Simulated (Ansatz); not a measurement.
# C10H8O: a ladder of functionals and wavefunction methods

How much do the methods differ for C10H8O? The plan is to run it at one geometry with functionals of several rungs and with coupled cluster, and see how far each lands from CCSD(T) at the basis-set limit for the atomisation energy.

Program: Ansatz 0.2.0, Gaussian basis. Level of theory: functionals in def2-TZVPP, the program's frozen cores in correlated methods. These are calculated values, not measurements.

The runs, in order: LDA (SPW92), PBE-D4, revPBE-D4, BLYP-D4, r2SCAN-D4, B97M-V, PBE0-D4, B3LYP-D4, r2SCANh-D4, r2SCAN0-D4, HSE06-D4, BHLYP-D4, CAM-B3LYP-D4, LC-ωPBE, ωB97X-V, ωB97M-V, B2PLYP, PBE-QIDH; CCSD(T)/def2-SVP; CCSD(T)/def2-TZVPP; MP2/def2-QZVPP; extrapolation to the limit; RPA on PBE.

## Step 1: The geometry

An earlier PBE0-D4 in a triple-zeta def2 set relaxation fixed the geometry.

SMILES `Oc1cccc2ccccc12`, 19 atoms, charge 0, spin multiplicity 1.

Atoms are counted from 1 here; the program's logs count them from 0.

Bond lengths: O1–C2 1.354 Å, O1–H12 0.960 Å, C2–C3 1.371 Å, C2–C11 1.421 Å, C3–C4 1.402 Å, C3–H13 1.083 Å, C4–C5 1.367 Å, C4–H14 1.084 Å, C5–C6 1.410 Å, C5–H15 1.084 Å, C6–C7 1.412 Å, C6–C11 1.424 Å, C7–C8 1.367 Å, C7–H16 1.085 Å, C8–C9 1.406 Å, C8–H17 1.084 Å, C9–C10 1.368 Å, C9–H18 1.084 Å and more. Angles: C2–O1–H12 109.8°, O1–C2–C3 117.6°, O1–C2–C11 121.8°, C3–C2–C11 120.6°, C2–C3–C4 120.3°, C2–C3–H13 118.7°, C4–C3–H13 121.0°, C3–C4–C5 120.9°, C3–C4–H14 118.9°, C5–C4–H14 120.1°, C4–C5–C6 120.0°, C4–C5–H15 120.9°, C6–C5–H15 119.0°, C5–C6–C7 121.6°, C5–C6–C11 119.8°, C7–C6–C11 118.6°, C6–C7–C8 121.3°, C6–C7–H16 118.3° and more.

Coordinates:

```
O     2.8681    0.2432    0.0161
C     1.6341    0.1420   -0.5307
C     1.5428    0.1430   -1.8985
C     0.2923    0.0400   -2.5250
C    -0.8557   -0.0657   -1.7899
C    -0.7940   -0.0675   -0.3812
C    -1.9590   -0.1738    0.4100
C    -1.8935   -0.1712    1.7750
C    -0.6490   -0.0587    2.4197
C     0.4993    0.0455    1.6837
C     0.4659    0.0413    0.2723
H     2.8056    0.1864    0.9726
H     2.4531    0.2222   -2.4801
H     0.2462    0.0424   -3.6080
H    -1.8218   -0.1481   -2.2742
H    -2.9165   -0.2577   -0.0930
H    -2.7989   -0.2537    2.3649
H    -0.6002   -0.0525    3.5022
H     1.4391    0.1386    2.2206
```

## Step 2: LDA

This LDA is Slater exchange with PW92 correlation.

in.yaml

```yaml
crystal:
  periodic: [false, false, false]
  atoms:
    - {symbol: O, position_ang: [2.868147, 0.243157, 0.016063]}
    - {symbol: C, position_ang: [1.634120, 0.142010, -0.530740]}
    - {symbol: C, position_ang: [1.542825, 0.143015, -1.898529]}
    - {symbol: C, position_ang: [0.292349, 0.039964, -2.524973]}
    - {symbol: C, position_ang: [-0.855667, -0.065652, -1.789913]}
    - {symbol: C, position_ang: [-0.794029, -0.067549, -0.381198]}
    - {symbol: C, position_ang: [-1.958993, -0.173826, 0.409972]}
    - {symbol: C, position_ang: [-1.893473, -0.171234, 1.775044]}
    - {symbol: C, position_ang: [-0.648970, -0.058657, 2.419710]}
    - {symbol: C, position_ang: [0.499319, 0.045462, 1.683678]}
    - {symbol: C, position_ang: [0.465917, 0.041289, 0.272295]}
    - {symbol: H, position_ang: [2.805588, 0.186410, 0.972580]}
    - {symbol: H, position_ang: [2.453087, 0.222197, -2.480111]}
    - {symbol: H, position_ang: [0.246247, 0.042426, -3.607958]}
    - {symbol: H, position_ang: [-1.821823, -0.148087, -2.274194]}
    - {symbol: H, position_ang: [-2.916489, -0.257741, -0.093009]}
    - {symbol: H, position_ang: [-2.798938, -0.253711, 2.364897]}
    - {symbol: H, position_ang: [-0.600247, -0.052479, 3.502191]}
    - {symbol: H, position_ang: [1.439128, 0.138608, 2.220594]}
basis:
  gaussian: {orbitals: def2-TZVPP}
hamiltonian: {xc: lda}
output: {orbitals: {seedname: orbitals}}
```

On the command line:

```sh
$ ansatz run in.yaml --threads 4 --pin off --events-out ev --progress --plain --max-ram 41984MiB --backend cuda --devices 0, --max-vram 37GiB
```

The runs that follow: PBE-D4 (GGA); revPBE-D4 (GGA); BLYP-D4 (GGA); r2SCAN-D4 (meta-GGA); B97M-V (meta-GGA); B3LYP-D4 (hybrid); r2SCANh-D4 (hybrid); r2SCAN0-D4 (hybrid); HSE06-D4 (hybrid); BHLYP-D4 (hybrid); CAM-B3LYP-D4 (range-separated); LC-ωPBE (range-separated); ωB97X-V (range-separated); ωB97M-V (range-separated); B2PLYP (double hybrid); PBE-QIDH (double hybrid); CCSD(T) in def2-SVP; CCSD(T) in def2-TZVPP; MP2 in def2-QZVPP; RPA on PBE orbitals.

**Question.** What will the summary of the whole plan be? Wanted: atomisation energy, CCSD(T)/CBS; farthest beyond LDA; mean size of error, GGA; mean size of error, meta-GGA; mean size of error, hybrid; mean size of error, range-separated; mean size of error, double hybrid; gap, smallest and largest; T1 diagnostic.

As calculated:

| quantity | value |
| --- | --- |
| atomisation energy, CCSD(T)/CBS | 97.928 eV |
| functionals within 0.490 eV (0.5 %) | r2SCAN0-D4, ωB97X-V, B2PLYP |
| farthest beyond LDA | PBE-D4 (+4.569 eV) |
| mean size of error, GGA | 2.427 eV |
| mean size of error, meta-GGA | 1.138 eV |
| mean size of error, hybrid | 1.532 eV |
| mean size of error, range-separated | 0.568 eV |
| mean size of error, double hybrid | 0.688 eV |
| gap, smallest and largest | 3.10 eV (LDA (SPW92)), 9.07 eV (LC-ωPBE) |
| T1 diagnostic | 0.0113 |
| triples share of the correlation energy | 5.2 % |

LDA overbinds by 16.744 eV (17 %). PBE-D4 misses by +4.569 eV. Double hybrids carry the basis error of their MP2 part in triple zeta, and no dispersion term here, so their miss is partly the set-up's. Taken by rung, range-separated functionals do best (0.568 eV on average) and GGA ones worst beyond LDA (2.427 eV). The gap between the best rungs is small, so their order is not settled. The reference freezes the cores and leaves out relativity and excitations past (T), so misses under about 0.490 eV can't be ranked. Hartree-Fock recovers 73 % of the binding; the rest is correlation. CCSD(T) in def2-SVP is off by -3.349 eV, worse than the median functional, from the basis alone. Orbital gaps span 3.1 to 9.1 eV; exact exchange widens them. The restricted reference is unstable towards a spin-broken one.
